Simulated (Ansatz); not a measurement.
# Cl₉GeHSi₃: basis-set convergence

One table from this session's results is given with a row withheld; the runs are named, their logs left out.

Computed with Ansatz 0.2.0, Gaussian basis. Level: one geometry, several basis sets.

Levels to be run: PBE0-D4/def2-SVP; ωB97M-V/def2-SVP; PBE0-D4/def2-QZVPP; ωB97M-V/def2-QZVPP; the functionals' def2-TZVPP values are taken from earlier runs.

## Structure used throughout

An earlier PBE0-D4 in a triple-zeta def2 set relaxation fixed the geometry.

SMILES `Cl[Si](Cl)(Cl)[GeH]([Si](Cl)(Cl)Cl)[Si](Cl)(Cl)Cl`, 14 atoms, charge 0, spin multiplicity 1.

Atoms are counted from 1 here; the program's logs count them from 0.

Bond lengths: Cl1–Si2 2.036 Å, Si2–Cl3 2.034 Å, Si2–Cl4 2.036 Å, Si2–Ge5 2.375 Å, Ge5–Si6 2.375 Å, Ge5–Si10 2.375 Å, Ge5–H14 1.536 Å, Si6–Cl7 2.036 Å, Si6–Cl8 2.036 Å, Si6–Cl9 2.034 Å, Si10–Cl11 2.036 Å, Si10–Cl12 2.036 Å, Si10–Cl13 2.034 Å. Angles: Cl1–Si2–Cl3 108.9°, Cl1–Si2–Cl4 108.7°, Cl1–Si2–Ge5 110.1°, Cl3–Si2–Cl4 108.9°, Cl3–Si2–Ge5 110.1°, Cl4–Si2–Ge5 110.2°, Si2–Ge5–Si6 109.8°, Si2–Ge5–Si10 109.8°, Si2–Ge5–H14 109.1°, Si6–Ge5–Si10 109.8°, Si6–Ge5–H14 109.1°, Si10–Ge5–H14 109.2°, Ge5–Si6–Cl7 110.1°, Ge5–Si6–Cl8 110.1°, Ge5–Si6–Cl9 110.2°, Cl7–Si6–Cl8 108.7°, Cl7–Si6–Cl9 108.9°, Cl8–Si6–Cl9 108.9° and more.

The first run:

The input, in.yaml:

```yaml
crystal:
  periodic: [false, false, false]
  atoms:
    - {symbol: Cl, position_ang: [-2.296015, -0.524311, 2.819553]}
    - {symbol: Si, position_ang: [-0.491414, -0.950104, 1.977407]}
    - {symbol: Cl, position_ang: [0.954445, 0.094832, 2.954732]}
    - {symbol: Cl, position_ang: [-0.125096, -2.941531, 2.193914]}
    - {symbol: Ge, position_ang: [-0.507270, -0.365954, -0.324910]}
    - {symbol: Si, position_ang: [-0.938483, 1.958010, -0.560863]}
    - {symbol: Cl, position_ang: [-0.966742, 2.468921, -2.531952]}
    - {symbol: Cl, position_ang: [-2.744231, 2.421453, 0.258617]}
    - {symbol: Cl, position_ang: [0.507037, 3.038103, 0.377893]}
    - {symbol: Si, position_ang: [1.589210, -0.898698, -1.306129]}
    - {symbol: Cl, position_ang: [1.578309, -0.419901, -3.285440]}
    - {symbol: Cl, position_ang: [1.964680, -2.891539, -1.120290]}
    - {symbol: Cl, position_ang: [3.076158, 0.139995, -0.385429]}
    - {symbol: H, position_ang: [-1.613588, -1.158375, -1.038301]}
basis:
  gaussian: {orbitals: def2-SVP}
hamiltonian: {xc: pbe0, dispersion: d4}
output: {orbitals: {seedname: orbitals}}
```

Launch:

```
$ ansatz run in.yaml --threads 11 --pin off --events-out ev --progress --plain --max-ram 174080MiB --backend cpu
```

Among the steps run: PBE0-D4 in def2-SVP; ωB97M-V in def2-SVP; PBE0-D4 in def2-QZVPP; ωB97M-V in def2-QZVPP.

One of the session's tables, all rows but one given; the rest of the session is left out.

It belongs to the step «Density functionals: the series». 

```
functional       basis  HOMO (eV)
   PBE0-D4    def2-SVP      -8.50
   PBE0-D4  def2-TZVPP      -8.52
   PBE0-D4  def2-QZVPP      -8.55
   ωB97M-V    def2-SVP     -10.38
   ωB97M-V  def2-TZVPP          ?
   ωB97M-V  def2-QZVPP     -10.49
```

Estimate the missing values for ωB97M-V, def2-TZVPP.

The run gave: HOMO (eV): -10.45. In the column «HOMO (eV)» it lies between ωB97M-V, def2-QZVPP (-10.49) and ωB97M-V, def2-SVP (-10.38).
